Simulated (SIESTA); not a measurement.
Write the native input for SIESTA 5.4.2 that does the following.

| Property | Result |
| --- | --- |
| Task | band structure |
| Functional | PBEsol |
| Potentials or basis | PseudoDojo 0.4 standard (PBEsol files) |
| Basis | DZP (energy shift 0.003 Ry; two zetas on semicore shells) |
| Grid cutoff | 800 Ry |
| Energy shift | 0.003 Ry |
| k mesh | 6 × 6 × 6 |
| Occupations | fermi-dirac, width 0.05 eV |
| Spin | no spin polarisation |

Ti3As:

```
As Ti
1.0
     5.02177    0.00000    0.00000
     0.00000    5.02177    0.00000
     0.00000    0.00000    5.02177
As Ti
2 6
Direct
  0.00000 0.00000 0.00000
  0.50000 0.50000 0.50000
  0.00000 0.50000 0.75000
  0.00000 0.50000 0.25000
  0.75000 0.00000 0.50000
  0.25000 0.00000 0.50000
  0.50000 0.75000 0.00000
  0.50000 0.25000 0.00000
```

The cell comes from a database or a generator and needn't be the stable form of this composition.

The input as run:

Ti3As.fdf

```
SystemName                      Ti3As
SystemLabel                     Ti3As
NumberOfSpecies                 2
NumberOfAtoms                   8
%block ChemicalSpeciesLabel
  1  33 As
  2  22 Ti
%endblock ChemicalSpeciesLabel

LatticeConstant                 1.0 Ang
%block LatticeVectors
     5.0217650000     0.0000000000     0.0000000000
     0.0000000000     5.0217650000     0.0000000000
     0.0000000000     0.0000000000     5.0217650000
%endblock LatticeVectors
AtomicCoordinatesFormat         Fractional
%block AtomicCoordinatesAndAtomicSpecies
     0.0000000000     0.0000000000     0.0000000000  1  As
     0.5000000000     0.5000000000     0.5000000000  1  As
     0.0000000000     0.5000000000     0.7500000000  2  Ti
     0.0000000000     0.5000000000     0.2500000000  2  Ti
     0.7500000000     0.0000000000     0.5000000000  2  Ti
     0.2500000000     0.0000000000     0.5000000000  2  Ti
     0.5000000000     0.7500000000     0.0000000000  2  Ti
     0.5000000000     0.2500000000     0.0000000000  2  Ti
%endblock AtomicCoordinatesAndAtomicSpecies

%block kgrid.MonkhorstPack
    6   0   0  0.0
    0   6   0  0.0
    0   0   6  0.0
%endblock kgrid.MonkhorstPack
XC.Functional                   GGA
XC.Authors                      PBEsol
PAO.BasisSize                   DZP
PAO.EnergyShift                 0.003 Ry
Mesh.Cutoff                     800 Ry
OccupationFunction              FD
ElectronicTemperature           0.05 eV
MaxSCFIterations                120
SCF.MustConverge                false
SCF.Mixer.Method                Pulay
SCF.Mixer.Weight                0.25
SCF.Mixer.History               8
SCF.DM.Tolerance                5.0e-05
SCF.H.Tolerance                 1.0e-03 eV
WriteForces                     true
Charge.Mulliken                 end
BandLinesScale                  ReciprocalLatticeVectors
%block BandLines
    1    0.000000   0.000000   0.000000  \Gamma
   11    0.000000   0.500000   0.000000  X
   11    0.500000   0.500000   0.000000  M
   15    0.000000   0.000000   0.000000  \Gamma
   18    0.500000   0.500000   0.500000  R
   15    0.000000   0.500000   0.000000  X
    1    0.500000   0.500000   0.000000  M
   11    0.500000   0.500000   0.500000  R
%endblock BandLines
%block PAO.Basis
  As 4
  n=4 0 2
    5.501 0.000
  n=4 1 2
    7.312 0.000
  n=3 2 2
    2.890 0.000
  n=4 2 1
    7.312
  Ti 5
  n=3 0 2
    3.151 0.000
  n=4 0 2
    8.703 0.000
  n=3 1 2
    3.568 0.000
  n=4 1 1
    8.703
  n=3 2 2
    6.267 0.000
%endblock PAO.Basis
```

Potentials or basis: PseudoDojo 0.4 standard (PBEsol files), DZP (energy shift 0.003 Ry; two zetas on semicore shells).

Launch:

```bash
$ siesta Ti3As.fdf > Ti3As.out 2>&1
```

Results of the run:

The pressure is -3.9 GPa and the band gap on the k mesh is none (metal or under the smearing width).

Caveat: the basis of atomic orbitals isn't converged, which shifts pressures, moduli and gaps.

It took 3.7 min on 1 thread of AMD EPYC 9R45 96-Core Processor (Zen 5), on a shared host, peak memory 0.94 GiB.
